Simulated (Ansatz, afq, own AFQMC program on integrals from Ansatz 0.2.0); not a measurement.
# GeNH₃ (triplet): AFQMC on the coupled-cluster ladder, cc-pVDZ

Aim: compute GeNH₃ (triplet) with auxiliary-field quantum Monte Carlo on the same integrals as coupled cluster, and set the energies side by side.

Computed with Ansatz 0.2.0, Gaussian basis, and an in-house AFQMC program (afq) on its integrals; all values are calculated. Level: cc-pVDZ, frozen cores.

Plan: PBE (unrestricted); r2SCAN (unrestricted); PBE0 (unrestricted); B3LYP (unrestricted); wB97M-V (unrestricted); B2PLYP (unrestricted); CCSD(T) on UHF; Phaseless AFQMC, CISD trial on UHF; Phaseless AFQMC, single-determinant trial on UHF; Free-projection AFQMC, CISD trial on UHF.

2 further runs of the same task are left out: 2 that didn't finish.

## Step 1: The geometry

The geometry is a PBE0/def2-TZVP stationary point (not a proven minimum) of the parent state, kept for this charge and spin. No spin-orbit coupling is included. The filled d shell of Ge may be among the frozen orbitals whatever the setting's name suggests; the logs give the count.

5 atoms, charge 0, spin multiplicity 3.

Atoms are counted from 1 here; the program's logs count them from 0.

Bond lengths: Ge1–N2 1.816 Å, Ge1–H3 1.602 Å, N2–H4 1.007 Å, N2–H5 1.008 Å. Angles: N2–Ge1–H3 92.7°, Ge1–N2–H4 125.7°, Ge1–N2–H5 121.9°, H4–N2–H5 112.5°.

## Step 2: PBE (unrestricted)

Contents of in.yaml:

```yaml
crystal:
  periodic: [false, false, false]
  atoms:
    - {symbol: Ge, position_ang: [0.000000, -0.029201, 0.335370]}
    - {symbol: N, position_ang: [0.000000, 0.033731, -1.479233]}
    - {symbol: H, position_ang: [0.000000, 1.567055, 0.464899]}
    - {symbol: H, position_ang: [0.000000, 0.871757, -2.038009]}
    - {symbol: H, position_ang: [0.000000, -0.803094, -2.040289]}
basis:
  gaussian: {orbitals: cc-pVDZ}
magnetization: {spin_polarized: true, initial_magnetization: 2}
hamiltonian: {xc: {name: PBE}}
output: {orbitals: {seedname: orbitals}}
```

Run with:

```console
$ ansatz run in.yaml --threads 1 --pin off --events-out ev --progress --plain --max-ram 1843MiB
```

Log:

```text
Functional definition: PBE
  name "PBE"
  cite "Perdew, Burke & Ernzerhof, Phys. Rev. Lett. 77, 3865 (1996) doi:10.1103/PhysRevLett.77.3865"
  parent pbe
  parameter kappa = 0.804
  parameter beta = 0.06672455060314922
  exchange = pbe_x(kappa = kappa, mu = beta*pi^2/3)
  correlation = pbe_c(beta = beta)
747 factors; their error is unknown
mean field evaluation 1: about -58034.5847 eV, gradient 4.5e1 eV
mean field evaluation 2: about -57975.3603 eV, gradient 9.4e1 eV
mean field evaluation 4: about -58042.5526 eV, gradient 5.0e0 eV
mean field evaluation 8: about -58042.7888 eV, gradient 1.5e-1 eV
mean field evaluation 16: about -58042.7762 eV, gradient 7.1e-5 eV
mean field evaluation 32: about -58041.0003 eV, gradient 3.4e-5 eV
mean field evaluation 64: about -58042.7762 eV, gradient 1.6e-5 eV
mean field -58042.77622427 eV, -2133.0326834350 hartree, gradient 1.6e-5 eV, S^2 2.002078; 7 other end points of the search recorded, 0 dependent functions left out
reference -58042.77625436 eV, -2133.0326845411 hartree; 22, 20 occupied and 34, 36 virtual orbitals, 747 factors
Total energy: -58042.77625436 eV, -2133.0326845411 hartree
```

Wall time 5.5 s (1 thread of Intel Xeon Platinum 8175M at 2.50GHz (Skylake/Cascade Lake), shared host); peak memory 0.27 GiB.

From the report: ⟨S²⟩ of the determinant 2.002 (pure triplet: 2.00).

## Step 3: r2SCAN (unrestricted)

in.yaml, as its differences from that of step 2:

```diff
@@ -11,3 +11,2 @@
 magnetization: {spin_polarized: true, initial_magnetization: 2}
-hamiltonian: {xc: {name: PBE}}
-output: {orbitals: {seedname: orbitals}}
+hamiltonian: {xc: {name: r2SCAN}}
```

Same command.

Log:

```text
Functional definition: r2SCAN
  name "r2SCAN"
  cite "Furness, Kaplan, Ning, Perdew & Sun, J. Phys. Chem. Lett. 11, 8208 (2020) doi:10.1021/acs.jpclett.0c02405"
  cite "Furness, Kaplan, Ning, Perdew & Sun, J. Phys. Chem. Lett. 11, 9248 (2020) doi:10.1021/acs.jpclett.0c03077"
  parent r2scan
  parameter k0 = 0.174
  parameter k1 = 0.065
  parameter a1 = 4.9479
  exchange = r2scan_x(k0 = k0, k1 = k1, a1 = a1)
  correlation = r2scan_c
747 factors; their error is unknown
mean field evaluation 1: about -58045.4272 eV, gradient 4.1e1 eV
mean field evaluation 2: about -57996.9065 eV, gradient 8.4e1 eV
mean field evaluation 4: about -58052.1196 eV, gradient 3.2e0 eV
mean field evaluation 8: about -58052.2015 eV, gradient 1.6e-1 eV
mean field evaluation 16: about -58052.1890 eV, gradient 1.1e-4 eV
mean field -58052.18902285 eV, -2133.3785974026 hartree, gradient 3.7e-5 eV, S^2 2.004731; 3 other end points of the search recorded, 0 dependent functions left out
reference -58052.18903250 eV, -2133.3785977572 hartree; 22, 20 occupied and 34, 36 virtual orbitals, 747 factors
Total energy: -58052.18903250 eV, -2133.3785977572 hartree
```

It took 6 s on 1 thread of Intel Xeon Platinum 8175M at 2.50GHz (Skylake/Cascade Lake), shared host; peak memory 0.27 GiB.

From the report: ⟨S²⟩ of the determinant 2.005 (pure triplet: 2.00).

## Step 4: PBE0 (unrestricted)

in.yaml, as its differences from that of step 3:

```diff
@@ -11,2 +11,3 @@
 magnetization: {spin_polarized: true, initial_magnetization: 2}
-hamiltonian: {xc: {name: r2SCAN}}
+hamiltonian: {xc: {name: PBE0}}
+output: {orbitals: {seedname: orbitals}}
```

Same command.

Log:

```text
Functional definition: PBE0
  name "PBE0"
  cite "Adamo & Barone, J. Chem. Phys. 110, 6158 (1999) doi:10.1063/1.478522"
  cite "Perdew, Burke & Ernzerhof, Phys. Rev. Lett. 77, 3865 (1996) doi:10.1103/PhysRevLett.77.3865"
  parent pbe
  parameter a = 0.25
  parameter kappa = 0.804
  parameter beta = 0.06672455060314922
  exchange = (1 - a)*pbe_x(kappa = kappa, mu = beta*pi^2/3) + a*exact_x
  correlation = pbe_c(beta = beta)
593 factors; integrals over basis functions are off by at most 1.4e-3 eV
mean field evaluation 1: about -58038.9357 eV, gradient 3.6e1 eV
mean field evaluation 2: about -58022.7189 eV, gradient 6.2e1 eV
mean field evaluation 4: about -58044.3348 eV, gradient 1.5e0 eV
mean field evaluation 8: about -58044.4147 eV, gradient 1.2e-1 eV
mean field evaluation 16: about -58044.4149 eV, gradient 1.8e-4 eV
mean field -58044.41487613 eV, -2133.0929027803 hartree, gradient 3.5e-5 eV, S^2 2.003586; 1 other end points of the search recorded, 0 dependent functions left out
reference -58044.41489850 eV, -2133.0929036025 hartree; 22, 20 occupied and 34, 36 virtual orbitals, 593 factors
Total energy: -58044.41489850 eV, -2133.0929036025 hartree
```

Run time: 2.7 s. Hardware: 1 thread of Intel Xeon Platinum 8175M at 2.50GHz (Skylake/Cascade Lake), shared host; peak memory 0.27 GiB.

From the report: ⟨S²⟩ of the determinant 2.004 (pure triplet: 2.00).

## Step 5: B3LYP (unrestricted)

in.yaml, as its differences from that of step 4:

```diff
@@ -11,3 +11,2 @@
 magnetization: {spin_polarized: true, initial_magnetization: 2}
-hamiltonian: {xc: {name: PBE0}}
-output: {orbitals: {seedname: orbitals}}
+hamiltonian: {xc: {name: B3LYP}}
```

Same command.

Log, shortened:

```text
Functional definition: B3LYP
  name "B3LYP"
  cite "Stephens, Devlin, Chabalowski & Frisch, J. Phys. Chem. 98, 11623 (1994) doi:10.1021/j100096a001"
  cite "Becke, Phys. Rev. A 38, 3098 (1988) doi:10.1103/PhysRevA.38.3098"
  cite "Lee, Yang & Parr, Phys. Rev. B 37, 785 (1988) doi:10.1103/PhysRevB.37.785"
  cite "Vosko, Wilk & Nusair, Can. J. Phys. 58, 1200 (1980) doi:10.1139/p80-159"
[...]
593 factors; integrals over basis functions are off by at most 1.4e-3 eV
[...]
mean field -58054.52644700 eV, -2133.4644961560 hartree, gradient 3.1e-5 eV, S^2 2.003654; 1 other end points of the search recorded, 0 dependent functions left out
reference -58054.52664209 eV, -2133.4645033252 hartree; 22, 20 occupied and 34, 36 virtual orbitals, 593 factors
Total energy: -58054.52664209 eV, -2133.4645033252 hartree
```

It took 2.8 s on 1 thread of Intel Xeon Platinum 8175M at 2.50GHz (Skylake/Cascade Lake), shared host; peak memory 0.27 GiB.

From the report: ⟨S²⟩ of the determinant 2.004 (pure triplet: 2.00).

## Step 6: wB97M-V (unrestricted)

in.yaml, as its differences from that of step 5:

```diff
@@ -11,2 +11,3 @@
 magnetization: {spin_polarized: true, initial_magnetization: 2}
-hamiltonian: {xc: {name: B3LYP}}
+hamiltonian: {xc: {name: wB97M-V}}
+output: {orbitals: {seedname: orbitals}}
```

Launched as before.

Log, shortened:

```text
Functional definition: wB97M-V
  name "wB97M-V"
  cite "Mardirossian & Head-Gordon, J. Chem. Phys. 144, 214110 (2016) doi:10.1063/1.4952647"
  cite "Becke, J. Chem. Phys. 107, 8554 (1997) doi:10.1063/1.475007"
  cite "Vydrov & Van Voorhis, J. Chem. Phys. 133, 244103 (2010) doi:10.1063/1.3521275"
  # Of w^i u^j: cxij and so on, Table III.
[...]
  gx(w, u) = 1 - cx + cx01*u + cx10*w
  gss(w, u) = css00 + css04*u^4 + css10*w + css20*w^2 + css43*w^4*u^3
  gos(w, u) = cos00 + cos10*w + (cos20 + cos21*u)*w^2 + (cos60 + cos61*u)*w^6
[...]
      + integral(e_c_pw_mod_opposite_spin*gos(b97_w_opposite, b97_u_opposite)) + vv10(b, c)
593 factors; integrals over basis functions are off by at most 1.4e-3 eV
172 factors; integrals over basis functions are off by at most 4.4e-6 eV
[...]
mean field -58049.32458411 eV, -2133.2733312207 hartree, gradient 2.0e-5 eV, S^2 2.003573; 1 other end points of the search recorded, 0 dependent functions left out
reference -58049.32461602 eV, -2133.2733323933 hartree; 22, 20 occupied and 34, 36 virtual orbitals, 593 factors
Total energy: -58049.32461602 eV, -2133.2733323933 hartree
```

Run time: 8.5 s. Hardware: 1 thread of Intel Xeon Platinum 8175M at 2.50GHz (Skylake/Cascade Lake), shared host; peak memory 0.27 GiB.

From the report: ⟨S²⟩ of the determinant 2.004 (pure triplet: 2.00).

## Step 7: B2PLYP (unrestricted)

in.yaml, as its differences from that of step 6:

```diff
@@ -11,3 +11,3 @@
 magnetization: {spin_polarized: true, initial_magnetization: 2}
-hamiltonian: {xc: {name: wB97M-V}}
-output: {orbitals: {seedname: orbitals}}
+hamiltonian: {xc: {name: B2PLYP}}
+correlation: {electrons: outside_noble_gas}
```

The command is unchanged.

Log, shortened:

```text
Functional definition: B2PLYP
  name "B2PLYP"
  cite "Grimme, J. Chem. Phys. 124, 034108 (2006) doi:10.1063/1.2148954"
  cite "Becke, Phys. Rev. A 38, 3098 (1988) doi:10.1103/PhysRevA.38.3098"
  cite "Lee, Yang & Parr, Phys. Rev. B 37, 785 (1988) doi:10.1103/PhysRevB.37.785"
[...]
593 factors; integrals over basis functions are off by at most 1.4e-3 eV
[...]
mean field -58038.07709224 eV, -2132.8599935183 hartree, gradient 8.0e-6 eV, S^2 2.006873; 1 other end points of the search recorded, 0 dependent functions left out
15 core orbitals not correlated: weight in the atoms' cores, before any rotation towards them, 0.997 or more for the frozen orbitals, at most 0.002 for the correlated occupied ones
reference -58038.07721542 eV, -2132.8599980452 hartree; 7, 5 occupied and 34, 36 virtual orbitals, 593 factors
second order -8.06855009 eV of doubles, -0.00000000 eV of singles
Total energy: -58040.25572395 eV, -2132.9400567568 hartree
```

Wall time 3.4 s (1 thread of Intel Xeon Platinum 8175M at 2.50GHz (Skylake/Cascade Lake), shared host); peak memory 0.27 GiB.

From the report: ⟨S²⟩ of the determinant 2.007 (pure triplet: 2.00).

## Step 8: CCSD(T) on UHF

in.yaml, as its differences from that of step 7:

```diff
@@ -11,3 +11,2 @@
 magnetization: {spin_polarized: true, initial_magnetization: 2}
-hamiltonian: {xc: {name: B2PLYP}}
-correlation: {electrons: outside_noble_gas}
+correlation: {method: ccsd_t, electrons: outside_noble_gas, hamiltonian_folder: ham}
```

Same command.

Log, shortened:

```text
Functional definition: HF
  name "HF"
  cite "Fock, Z. Phys. 61, 126 (1930) doi:10.1007/BF01340294"
  parent pbe
[...]
593 factors; integrals over basis functions are off by at most 1.4e-3 eV
[...]
mean field -57999.61492548 eV, -2131.4465349605 hartree, gradient 1.2e-6 eV, S^2 2.008212; 8 other end points of the search recorded, 0 dependent functions left out
determinant -57999.61492548 eV, -2131.4465349605 hartree, with singles and doubles -58006.78624620 eV, -2131.7100761361 hartree
determinant -57998.43562999 eV, -2131.4031966504 hartree, with singles and doubles -58005.15440072 eV, -2131.6501069207 hartree
determinant -57996.85252161 eV, -2131.3450184907 hartree, with singles and doubles -58004.24148027 eV, -2131.6165577129 hartree
determinant -57995.67599722 eV, -2131.3017820167 hartree, with singles and doubles -58002.74608480 eV, -2131.5616029431 hartree
15 core orbitals not correlated: weight in the atoms' cores, before any rotation towards them, 0.998 or more for the frozen orbitals, at most 0.002 for the correlated occupied ones
reference -57999.61492548 eV, -2131.4465349605 hartree; 7, 5 occupied and 34, 36 virtual orbitals, 593 factors
second order -6.48166399 eV of doubles, -0.00000000 eV of singles
cycle   1  -7.17131371 eV  change    7.0e-6 eV  update   1.2e-3
[...]
cycle   8  -7.17163873 eV  change    3.2e-6 eV  update   2.3e-6
perturbative correction -0.18111055 eV, -0.0066556899 hartree
Total energy: -58006.96767477 eV, -2131.7167435128 hartree
```

Wall time 8 s (1 thread of Intel Xeon Platinum 8175M at 2.50GHz (Skylake/Cascade Lake), shared host); peak memory 0.27 GiB.

From the report: ⟨S²⟩ of the determinant 2.008 (pure triplet: 2.00); correlation -7.3527 eV; T1 0.018; largest double amplitude 0.04.

This run also writes the integrals to the folder ham.

[end of part 1 of 2]
